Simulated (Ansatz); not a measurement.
C4H7OSe, SMILES CO[C]1CC[Se]1, a single point in a Gaussian basis

Computed with Ansatz 0.2.0 through its Python package.

At the Python prompt:
```pycon
>>> from pathlib import Path
>>> import json
>>> import ansatz
>>> import numpy as np
>>> geometry_ang = [
...     ('C', (2.2888, -0.0611, 0.4261)),
...     ('O', (0.9443, -0.0466, 0.8326)),
...     ('C', (0.1681, -0.337, -0.3001)),
...     ('C', (-0.963, 0.6711, -0.4441)),
...     ('C', (-2.1027, -0.2931, -0.1626)),
...     ('Se', (-0.9818, -1.861, 0.0783)),
...     ('H', (2.9266, 0.1662, 1.3049)),
...     ('H', (2.5837, -1.0659, 0.0464)),
...     ('H', (2.4849, 0.7197, -0.3437)),
...     ('H', (-0.9152, 1.4898, 0.3072)),
...     ('H', (-1.0069, 1.0628, -1.4824)),
...     ('H', (-2.6456, -0.0373, 0.7721)),
...     ('H', (-2.7813, -0.4076, -1.0345)),
... ]
>>> mol = ansatz.Crystal.molecule()
>>> for symbol, xyz in geometry_ang:
...     mol = mol.atom(symbol, xyz)
...
>>> calc = (
...     mol.calculation()
...     .basis(gaussian='6-31G*')
...     .correlation('mp2')
...     .spin('collinear', total=1)
...     .forces()
...     .orbitals()
... )
>>> done = calc.run(runs_dir='c4h7ose_runs')
>>> summary = done.report
>>> summary['positions_ang']
[[2.2888, -0.0611, 0.4261], [0.9443, -0.0466, 0.8326], [0.1681, -0.337, -0.3001], [-0.963, 0.6711, -0.4441], [-2.1027, -0.2931, -0.1626], [-0.9818, -1.861, 0.0783], [2.9266, 0.1662, 1.3049], [2.5837, -1.0659, 0.0464], [2.4849, 0.7197, -0.3437], [-0.9152, 1.4898, 0.3072], [-1.0069, 1.0628, -1.4824], [-2.6456, -0.0373, 0.7721], [-2.7813, -0.4076, -1.0345]]
>>> summary['published_state_doubts']
[]
>>> summary['n_occupied'], summary['n_virtual']
([23, 22], [87, 88])
>>> for key in ('converged', 'free_energy_ev', 'reference_energy_ev', 'n_frozen', 'n_occupied', 'n_virtual'):
...     print(f'{key:22s} {summary[key]}')
...
converged              True
free_energy_ev         -71587.22043857894
reference_energy_ev    -71561.52278212829
n_frozen               14
n_occupied             [23, 22]
n_virtual              [87, 88]
>>> print('correlation energy', round(summary['free_energy_ev'] - summary['reference_energy_ev'], 5), 'eV')
correlation energy -25.69766 eV
>>> cluster = summary['correlation'].get('coupled_cluster')
>>> if cluster:
...     print('cycles', cluster['cycles'], ' T1 diagnostic', round(cluster['t1_diagnostic'], 4), ' largest double', round(cluster['largest_double'], 4))
...
>>> state = summary['mean_field']['state']
>>> print(f'mean field: {state["energy"]["hartree"]:.7f} Ha, <S^2> = {abs(state["spin_squared"]):.4f}, stability: {state.get("stability", {}).get("kind")}')
mean field: -2629.8374561 Ha, <S^2> = 0.7644, stability: minimum
>>> symbols = [site.symbol for site in mol.cartesian_sites]
>>> print('forces (eV/A)')
forces (eV/A)
>>> for symbol, f in zip(symbols, summary['forces_ev_ang']):
...     print(f'  {symbol:2s} {f[0]:9.4f} {f[1]:9.4f} {f[2]:9.4f}')
...
  C     1.9054    0.0613    0.0094
  O     0.1098    0.0920   -0.9840
  C    -0.5739    0.5293    2.4876
  C     0.2270    0.4358   -0.8445
  C    -1.6987    0.3349   -0.2579
  Se    0.1598   -0.9308   -0.4885
  H    -0.4637   -0.1009   -0.3224
  H    -0.1044    0.5787    0.0478
  H    -0.0207   -0.5303    0.2876
  H     0.3044   -0.3905   -0.6254
  H    -0.0617    0.1437    0.5779
  H     0.1140   -0.2670   -0.6695
  H     0.1028    0.0437    0.7819
>>> charges = summary['charge_distribution']
>>> dipole = np.array(charges['dipole_moment_e_ang']) * 4.803205
>>> print('dipole (D): {:.3f} {:.3f} {:.3f}, length {:.3f}'.format(*dipole, np.linalg.norm(dipole)))
dipole (D): 0.073 1.796 -0.732, length 1.941
>>> print('atom  Mulliken   Lowdin')
atom  Mulliken   Lowdin
>>> for symbol, m, l in zip(symbols, charges['mulliken_charges_e'], charges['lowdin_charges_e']):
...     print(f'{symbol:4s} {m:9.3f} {l:8.3f}')
...
C       -0.223   -0.215
O       -0.473   -0.119
C        0.191   -0.088
C       -0.372   -0.278
C       -0.392   -0.303
Se       0.015    0.085
H        0.172    0.114
H        0.155    0.108
H        0.149    0.104
H        0.200    0.152
H        0.187    0.147
H        0.198    0.151
H        0.192    0.143
>>> lines = Path(summary['orbitals_path']).read_text().splitlines()
>>> field_of = lambda key: [line.split('=')[1].strip() for line in lines if line.startswith(key)]
>>> orbitals = [(27.211386 * float(e), s, float(n)) for e, s, n in zip(field_of('Ene='), field_of('Spin='), field_of('Occup='))]
>>> homo = max(e for e, _, n in orbitals if n > 0.5)
>>> lumo = min(e for e, _, n in orbitals if n < 0.5)
>>> print(f'HOMO {homo:.3f} eV, LUMO {lumo:.3f} eV, gap {lumo - homo:.3f} eV')
HOMO -8.544 eV, LUMO 2.923 eV, gap 11.467 eV
>>> with open('c4h7ose.json', 'w') as handle:
...     json.dump({k: summary[k] for k in ('free_energy_ev', 'reference_energy_ev', 'n_occupied', 'n_virtual')}, handle, indent=1)
...
```

It writes `c4h7ose.json`:
```json
{
 "free_energy_ev": -71587.22043857894,
 "reference_energy_ev": -71561.52278212829,
 "n_occupied": [
  23,
  22
 ],
 "n_virtual": [
  87,
  88
 ]
}
```

Notes:
- Total energies depend on the basis set; only differences at equal settings carry meaning.
- The geometry is a force-field or estimated start, not a minimum of this method, and the basis set is short of its limit.
- The run takes the species as open-shell (spin multiplicity 2), which needn't be its ground state.
- The Löwdin charges here are taken after orthogonalising the functions within each atom; they differ from plain Löwdin charges, and their signs can be unphysical.
- Levels such as HOMO and LUMO are orbital energies: in Hartree-Fock the gap is too wide and the LUMO hangs on the basis.
- Inner cores stay frozen; a filled d shell under the valence of the heavier atoms is correlated with it.
- S² is that of the Hartree-Fock reference.
- Finished in 24 s on 1 thread of Arm Neoverse V1, on a shared host, peak memory 0.56 GiB.
